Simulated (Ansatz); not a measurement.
# ScInS3: the cost of one run

Computed with Ansatz 0.2.0 (DFT PBE, scalar-relativistic, plane waves, PAW, unless a step's input says otherwise).

### 1 The system as given

Symmetry: R32, No. 155, trigonal system. Conventional cell: a = 7.032 Å, b = 7.032 Å, c = 8.683 Å, α = 90.00°, β = 90.00°, γ = 120.00°. Around Sc (site symmetry 32) lie 12 S at 3.38 to 3.65 Å. In (site symmetry 32) has 6 S at 2.50 Å as nearest neighbours. Around S (site symmetry 2) lie 2 In at 2.50 Å and 4 Sc at 3.38 to 3.65 Å.

Structure file:

```
CELL_PARAMETERS angstrom
3.51578 2.02984 2.89433
-3.51578 2.02984 2.89433
0.00000 -4.05968 2.89433
ATOMIC_POSITIONS crystal
Sc 0.50000 0.50000 0.50000
In 0.00000 0.00000 0.00000
S 0.50000 0.01860 0.98140
S 0.01860 0.98140 0.50000
S 0.98140 0.50000 0.01860
```

The cell is invented: species swapped into a database cell of CsPbCl3 (R32, No. 155), with Sc on the Cs sites, In on the Pb sites and S on the Cl sites. Its size is a rough estimate.

### 2 A first look at the guess

Input file input.yaml:

```yaml
crystal:
  lattice:
    - [3.51578245, 2.02983794, 2.89433083]
    - [-3.51578245, 2.02983794, 2.89433083]
    - [0.0, -4.05967588, 2.89433083]
  atoms:
    - { symbol: Sc, position: [0.5, 0.5, 0.5] }
    - { symbol: In, position: [0.0, 0.0, 0.0] }
    - { symbol: S, position: [0.5, 0.01860029, 0.98139971] }
    - { symbol: S, position: [0.01860029, 0.98139971, 0.5] }
    - { symbol: S, position: [0.98139971, 0.5, 0.01860029] }
basis:
  ecutwfc: 420
kpoints:
  mp_grid: { grid: [6, 6, 6] }
hamiltonian:
  xc: pbe
scf:
  occupations: { method: gaussian, width: 0.1 }
  lower_state_search: "off"
output:
  forces: true
  stress: true
  eigenvalues: true
```

Command:

```console
> ansatz run input.yaml --threads 1 --pin off --max-ram 2560MiB --backend cpu --events-out ev --progress --plain --runs-dir out
```

Q: Estimate wall time and peak memory on 1 thread of Intel Xeon at 2.50GHz (Skylake/Cascade Lake), shared host.

About 15 s, with a peak of 0.41 GiB.
